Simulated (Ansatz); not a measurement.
Working through a table of relaxed lattice constants and trends of a series on the perovskite structure: KAlO3, KAlS3, KAlTe3

With the Python package of Ansatz (0.2.0).

Notebook, run cell by cell (the value of a cell's last expression is shown):

```python
import warnings

import ansatz as az
import numpy as np
```

```python
FUNCTIONAL = "mr2scan"
MAX_SCF = 80
N_EMPTY = 12
CUTOFF = 600
KSPACING = 0.26
SMEARING = "fermi_dirac"
SIGMA = 0.05


def perovskite(first, second, third, a):
    return (
        az.Lattice.cubic(a)
        .space_group(221)
        .atom(first, (0, 0, 0))
        .atom(second, (0.5, 0.5, 0.5))
        .atom(third, (0.5, 0.5, 0))
    )
```

```python
def run_phase(name, crystal, relax=True):
    calc = (
        crystal.calculation()
        .functional(FUNCTIONAL)
        .scf(max_iterations=MAX_SCF, extra_bands=N_EMPTY)
        .eigensolver("davidson", mixed_precision=False)
        .basis(CUTOFF)
        .kpoints(spacing=KSPACING)
        .occupations(SMEARING, width=SIGMA)
        .stress()
        .band_table()
    )
    if relax:
        calc = calc.relax(force_tolerance=0.03, cell=True)
    return calc.run(threads=1, backend="cpu")
```

```python
def bulk_modulus(name, outcome, step=0.02):
    # B = -V dP/dV from the pressures of two uniformly scaled cells, atoms held at their fractions
    pressure = []
    for factor in (1 - step, 1.0, 1 + step):
        cell = az.Crystal(lattice=az.Lattice.of(outcome.lattice.cell_ang * factor ** (1 / 3)))
        for site in outcome.report["lattice"]["sites"]:
            cell = cell.atom(site["symbol"], site["position_frac"])
        pressure.append(np.trace(run_phase(name, cell, relax=False).report["stress_gpa"]) / 3)
    slope, bend = (pressure[0] - pressure[2]) / (2 * step), abs(pressure[0] + pressure[2] - 2 * pressure[1])
    # a jump of mesh or basis between the cells shows as a kink: no modulus then
    return float(slope) if bend < 12 * step**2 * abs(slope) + 0.15 and abs(pressure[1]) < 1.5 else float("nan")

def relaxed_twice(name, crystal):
    # the second pass draws mesh and plane waves anew for the relaxed cell
    first = run_phase(name, crystal)
    again = az.Crystal(lattice=az.Lattice.of(first.lattice.cell_ang))
    for site in first.report["lattice"]["sites"]:
        again = again.atom(site["symbol"], site["position_frac"])
    return run_phase(name, again)
```

```python
def volume_per_atom(outcome):
    return abs(np.linalg.det(outcome.lattice.cell_ang)) / len(outcome.lattice.sites)
```

```python
def gap_ev(outcome):
    # nan where the run reports no band edges: a metal, overlapping bands, or a gap that is small against the smearing
    edges = outcome.report.get("band_edges_ev")
    return edges[1] - edges[0] if edges else float("nan")
```

```python
warnings.simplefilter("ignore", az.DeckWarning)
```

```python
phases = {}
phases["KAlO3"] = perovskite("K", "Al", "O", 3.87)
phases["KAlS3"] = perovskite("K", "Al", "S", 4.25)
phases["KAlTe3"] = perovskite("K", "Al", "Te", 4.55)
```

```python
done = {}
for name, crystal in phases.items():
    try:
        done[name] = relaxed_twice(name, crystal)
    except az.NonConvergedError as error:
        print(name, "did not converge:", str(error)[:120])
```

    

```python
rows = [(name, float(np.linalg.norm(o.lattice.cell_ang[0])), volume_per_atom(o), gap_ev(o), bulk_modulus(name, o)) for name, o in done.items()]
print("  compound       a (A)  V (A^3/atom)  gap on mesh (eV)     B (GPa)")
for row in rows:
    print(f"{str(row[0]):>10}  {row[1]:10.3f}  {row[2]:12.3f}  {row[3]:16.2f}  {row[4]:10.0f}")
```

      compound       a (A)  V (A^3/atom)  gap on mesh (eV)     B (GPa)
         KAlO3       3.809        11.051               nan         139
         KAlS3       4.736        21.250               nan          60
        KAlTe3       5.489        33.083               nan          34

From smallest to largest: KAlO3 (11.05 Å³), KAlS3 (21.25 Å³) and KAlTe3 (33.08 Å³). The largest is 199 % above the smallest.

Reading the output:
- The settings weren't tested for convergence.
- For the metals among these phases the mesh is modest: differences between phases can be off by up to 40 meV an atom.
- The bulk modulus is taken at fixed shape and positions, an upper value where these are free.
- Pressure is positive in compression.
- Gaps and levels are Kohn-Sham values on a finite set of k-points, without spin-orbit coupling.
- The cells are built on a prototype by substitution; a member may or may not take this structure in nature.
- It ran for 6.3 min on 1 thread of Arm Neoverse V2, with other jobs on the host, peak memory 1 GiB.

(Lines on the test bed's own set-up are left out of the output.)
